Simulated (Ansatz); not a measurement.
# AlF2H3O: the cost of one run

All numbers below are computed with Ansatz 0.2.0 (RKS PBE-D4/def2-SVP).

### 1 The structure to begin with

Bond lengths: Al1–F3 1.690 Å, Al1–F4 1.690 Å, Al1–O5 2.080 Å, O5–H6 1.010 Å. Angles: F3–Al1–F4 120.0°, F3–Al1–O5 97.0°, F4–Al1–O5 101.2°, Al1–O5–H6 109.5°.

Structure file:

```xyz
7

Al    0.0000    0.0000    0.0000
H     0.0000    0.0000    1.9100
F     1.4635    0.0000   -0.8450
F    -1.4635    0.0000   -0.8450
O     0.0869   -1.9720    0.6559
H    -0.4595   -2.5566    0.0397
H     0.0439   -0.9965    1.8084
```

### 2 Pulling towards end A

Springs on the bonds that form and break draw the guess towards this end; the thresholds are loose.

File input.yaml:

```yaml
crystal:
  periodic: [false, false, false]
  atoms:
    - { symbol: Al, position_ang: [0.0, 0.0, 0.0] }
    - { symbol: H, position_ang: [0.0, 0.0, 1.91] }
    - { symbol: F, position_ang: [1.4635, 0.0, -0.845] }
    - { symbol: F, position_ang: [-1.4635, 0.0, -0.845] }
    - { symbol: O, position_ang: [0.0869, -1.972, 0.6559] }
    - { symbol: H, position_ang: [-0.4595, -2.5566, 0.0397] }
    - { symbol: H, position_ang: [0.0439, -0.9965, 1.8084] }
basis:
  gaussian: { orbitals: def2-SVP }
hamiltonian:
  xc: pbe
  dispersion: d4
relax:
  f_tol: 0.15
  max_steps: 25
  restrain:
    - { distance: [0, 4], at: 2.98, k: 30.0 }
    - { distance: [6, 1], at: 1.86, k: 30.0 }
    - { distance: [0, 1], at: 1.56, k: 30.0 }
    - { distance: [6, 4], at: 1.01, k: 30.0 }
```

Launch:

```console
$ ansatz run input.yaml --threads 1 --pin off --max-ram 2048MiB --backend cpu --events-out ev --progress --plain --runs-dir out
```

**Question.** How long does this run take on 1 thread of Arm Neoverse V2, shared host, and how much memory does it need?

About 18 s, with a peak of 0.13 GiB.
